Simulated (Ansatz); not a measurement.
# NaIrO3: the cost of one run

Program: Ansatz 0.2.0. Level of theory: DFT PBEsol, scalar-relativistic, plane waves, PAW. These are calculated values, not measurements.

**1. The starting structure**

It takes space group Cmcm (No. 63, orthorhombic). Conventional cell: a = 3.102 Å, b = 10.413 Å, c = 7.218 Å, α = 90.00°, β = 90.00°, γ = 90.00°. Around Na (site symmetry m2m) lie 8 O at 2.40 to 2.62 Å. Ir (site symmetry 2/m) is surrounded by 6 O at 1.95 to 1.99 Å. Around O (site symmetry m2m) lie 2 Ir at 1.95 Å and 2 Na at 2.40 Å. O (site symmetry m) has 2 Ir at 1.99 Å and 3 Na at 2.54 to 2.62 Å as nearest neighbours.

As a file:

```
CELL_PARAMETERS angstrom
1.55095 -5.20639 0.00000
1.55095 5.20639 0.00000
0.00000 0.00000 7.21806
ATOMIC_POSITIONS crystal
Na 0.24766 0.75234 0.25000
Na 0.75234 0.24766 0.75000
Ir 0.50000 0.50000 0.50000
Ir 0.50000 0.50000 0.00000
O 0.57140 0.42860 0.25000
O 0.42860 0.57140 0.75000
O 0.88716 0.11284 0.44343
O 0.11284 0.88716 0.55657
O 0.88716 0.11284 0.05657
O 0.11284 0.88716 0.94343
```

It goes back to an entry of the Materials Project.

This cell was relaxed beforehand with the same method: volume 11.66 Å³/atom, gap on the mesh none (metal).

**2. The cell under PBEsol**

Input file input.yaml:

```yaml
crystal:
  lattice:
    - [1.5509513801, -5.206388847, 0.0]
    - [1.5509513801, 5.206388847, 0.0]
    - [0.0, 0.0, 7.2180647904]
  atoms:
    - { symbol: Na, position: [0.2476563518, 0.7523436482, 0.25] }
    - { symbol: Na, position: [0.7523436482, 0.2476563518, 0.75] }
    - { symbol: Ir, position: [0.5, 0.5, 0.5] }
    - { symbol: Ir, position: [0.5, 0.5, 0.0] }
    - { symbol: O, position: [0.5713981174, 0.4286018826, 0.25] }
    - { symbol: O, position: [0.4286018826, 0.5713981174, 0.75] }
    - { symbol: O, position: [0.8871581771, 0.1128418229, 0.4434325696] }
    - { symbol: O, position: [0.1128418229, 0.8871581771, 0.5565674304] }
    - { symbol: O, position: [0.8871581771, 0.1128418229, 0.0565674304] }
    - { symbol: O, position: [0.1128418229, 0.8871581771, 0.9434325696] }
basis:
  ecutwfc: 420
kpoints:
  mp_grid: { grid: [12, 12, 6] }
hamiltonian:
  xc: pbesol
scf:
  occupations: { method: gaussian, width: 0.1 }
output:
  forces: true
  stress: true
  eigenvalues: true
relax:
  adjacent_minimum: "off"
  f_tol: 0.005
  max_steps: 50
  cell: { stress_tol: 0.05 }
```

The run is started by

```sh
$ ansatz run input.yaml --threads 4 --pin off --max-ram 10240MiB --backend cpu --events-out ev --progress --plain --runs-dir out
```

What time and memory should one allow on 4 threads of Arm Neoverse V1, shared host?

About 2.1 min, with a peak of 1 GiB.
